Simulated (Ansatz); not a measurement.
# ClF2H2NTi: the cost of one run

Method: RKS PBE-D4/def2-SVP, in Ansatz 0.2.0.

### Step 1. The structure to begin with

Bond lengths: Ti1–Cl2 2.370 Å, Ti1–F3 1.830 Å, Ti1–F4 1.829 Å, Ti1–N5 2.059 Å, N5–H6 1.060 Å, N5–H7 1.060 Å. Angles: Cl2–Ti1–F3 109.4°, Cl2–Ti1–F4 109.5°, Cl2–Ti1–N5 109.5°, F3–Ti1–F4 109.5°, F3–Ti1–N5 109.5°, F4–Ti1–N5 109.5°, Ti1–N5–H6 120.0°, Ti1–N5–H7 120.0°, H6–N5–H7 120.0°.

Coordinates:

```xyz
7

Ti    0.0000    0.0000    0.0000
Cl    0.0000    0.0000    2.3700
F     1.7257    0.0000   -0.6094
F    -0.8619    1.4933   -0.6094
N    -0.9703   -1.6810   -0.6860
H    -1.5052   -2.2973   -0.0095
H    -0.9349   -1.9302   -1.7156
```

### Step 2. Relaxing the start

input.yaml reads:

```yaml
crystal:
  periodic: [false, false, false]
  atoms:
    - { symbol: Ti, position_ang: [0.0, 0.0, 0.0] }
    - { symbol: Cl, position_ang: [0.0, 0.0, 2.37] }
    - { symbol: F, position_ang: [1.7257, 0.0, -0.6094] }
    - { symbol: F, position_ang: [-0.8619, 1.4933, -0.6094] }
    - { symbol: "N", position_ang: [-0.9703, -1.681, -0.686] }
    - { symbol: H, position_ang: [-1.5052, -2.2973, -0.0095] }
    - { symbol: H, position_ang: [-0.9349, -1.9302, -1.7156] }
basis:
  gaussian: { orbitals: def2-SVP }
hamiltonian:
  xc: pbe
  dispersion: d4
relax:
  f_tol: 0.02
  max_steps: 40
```

On the command line:

```console
> ansatz run input.yaml --threads 2 --pin off --max-ram 3072MiB --backend cpu --events-out ev --progress --plain --runs-dir out
```

What time and memory should one allow on 2 threads of Arm Neoverse V1, shared host?

About 36 s, with a peak of 0.16 GiB.
